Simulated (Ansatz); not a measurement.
# B2H2OS2: basis-set convergence

One table from this session's results is given with a row withheld; the runs are named, their logs left out.

Method: one geometry, several basis sets; program: Ansatz 0.2.0, Gaussian basis.

Levels to be run: PBE0-D4/def2-SVP; ωB97M-V/def2-SVP; PBE0-D4/def2-QZVPP; ωB97M-V/def2-QZVPP; the functionals' def2-TZVPP values are taken from earlier runs.

## Structure used throughout

The geometry comes from an earlier relaxation with PBE0-D4 in a triple-zeta def2 set; it is a stationary point, not always the lowest conformer.

7 atoms, charge 0, spin multiplicity 1.

Atoms are counted from 1 here; the program's logs count them from 0.

Bond lengths: S1–B2 1.781 Å, S1–H6 1.345 Å, B2–O3 1.394 Å, B2–S5 1.841 Å, O3–B4 1.387 Å, B4–S5 1.832 Å, B4–H7 1.189 Å. Angles: B2–S1–H6 94.6°, S1–B2–O3 127.3°, S1–B2–S5 130.2°, O3–B2–S5 102.6°, B2–O3–B4 89.7°, O3–B4–S5 103.3°, O3–B4–H7 125.5°, S5–B4–H7 131.2°, B2–S5–B4 64.5°.

The first run:

in.yaml reads:

```yaml
crystal:
  periodic: [false, false, false]
  atoms:
    - {symbol: S, position_ang: [-1.594661, 0.794557, 1.402522]}
    - {symbol: B, position_ang: [-0.211909, 0.312118, 0.389516]}
    - {symbol: O, position_ang: [-0.181402, -0.697276, -0.571372]}
    - {symbol: B, position_ang: [1.146791, -0.395641, -0.834233]}
    - {symbol: S, position_ang: [1.501353, 0.981660, 0.320998]}
    - {symbol: H, position_ang: [-2.432450, -0.120794, 0.882830]}
    - {symbol: H, position_ang: [1.833578, -0.942524, -1.635961]}
basis:
  gaussian: {orbitals: def2-SVP}
hamiltonian: {xc: pbe0, dispersion: d4}
output: {orbitals: {seedname: orbitals}}
```

Command:

```
> ansatz run in.yaml --threads 2 --pin off --events-out ev --progress --plain --max-ram 4352MiB
```

Steps of the session up to this table: PBE0-D4 in def2-SVP; ωB97M-V in def2-SVP; PBE0-D4 in def2-QZVPP; ωB97M-V in def2-QZVPP.

One of the session's tables, all rows but one given; the rest of the session is left out.

It belongs to the step «Density functionals: the series». 

| functional | basis | HOMO (eV) |
| --- | --- | --- |
| PBE0-D4 | def2-SVP | -7.82 |
| PBE0-D4 | def2-TZVPP | ? |
| PBE0-D4 | def2-QZVPP | -7.94 |
| ωB97M-V | def2-SVP | -9.89 |
| ωB97M-V | def2-TZVPP | -10.02 |
| ωB97M-V | def2-QZVPP | -10.05 |

Estimate the missing values for PBE0-D4, def2-TZVPP.

As computed: HOMO (eV): -7.91. In the column «HOMO (eV)» it lies between PBE0-D4, def2-QZVPP (-7.94) and PBE0-D4, def2-SVP (-7.82).
